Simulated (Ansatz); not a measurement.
# Sn3C: the cost of one run

Program: Ansatz 0.2.0. Level of theory: DFT PBE, scalar-relativistic, plane waves, PAW. These are calculated values, not measurements.

**1. The structure to begin with**

It takes space group Pm-3n (No. 223, cubic). The conventional cell has a = 5.717 Å, b = 5.717 Å, c = 5.717 Å, α = 90.00°, β = 90.00°, γ = 90.00°. Sn (site symmetry -4m2) is surrounded by 2 Sn at 2.86 Å and 4 C at 3.20 Å. C (site symmetry m-3) has 12 Sn at 3.20 Å as nearest neighbours.

Structure file:

```
Sn C
1.0
     5.71739    0.00000    0.00000
     0.00000    5.71739    0.00000
     0.00000    0.00000    5.71739
Sn C
6 2
Direct
  0.25000 0.00000 0.50000
  0.50000 0.75000 0.00000
  0.75000 0.00000 0.50000
  0.50000 0.25000 0.00000
  0.00000 0.50000 0.75000
  0.00000 0.50000 0.25000
  0.00000 0.00000 0.00000
  0.50000 0.50000 0.50000
```

A structure generator made this guess: species swapped into a database cell of V3Pt (Pm-3n, No. 223), with Sn on the V sites and C on the Pt sites. The dimensions are guesses.

**2. Probe: one point on a coarse mesh**

File input.yaml:

```yaml
crystal:
  lattice:
    - [5.71739117, 0.0, 0.0]
    - [0.0, 5.71739117, 0.0]
    - [0.0, 0.0, 5.71739117]
  atoms:
    - { symbol: Sn, position: [0.25, 0.0, 0.5] }
    - { symbol: Sn, position: [0.5, 0.75, 0.0] }
    - { symbol: Sn, position: [0.75, 0.0, 0.5] }
    - { symbol: Sn, position: [0.5, 0.25, 0.0] }
    - { symbol: Sn, position: [0.0, 0.5, 0.75] }
    - { symbol: Sn, position: [0.0, 0.5, 0.25] }
    - { symbol: C, position: [0.0, 0.0, 0.0] }
    - { symbol: C, position: [0.5, 0.5, 0.5] }
basis:
  ecutwfc: 420
kpoints:
  mp_grid: { grid: [4, 4, 4] }
hamiltonian:
  xc: pbe
scf:
  occupations: { method: gaussian, width: 0.1 }
  lower_state_search: "off"
output:
  forces: true
  stress: true
  eigenvalues: true
```

Started as:

```console
> ansatz run input.yaml --threads 1 --pin off --max-ram 2560MiB --backend cpu --events-out ev --progress --plain --runs-dir out
```

Q: Estimate wall time and peak memory on 1 thread of AMD EPYC 7R43 (Zen 3), shared host.

About 7.1 s, with a peak of 0.48 GiB.
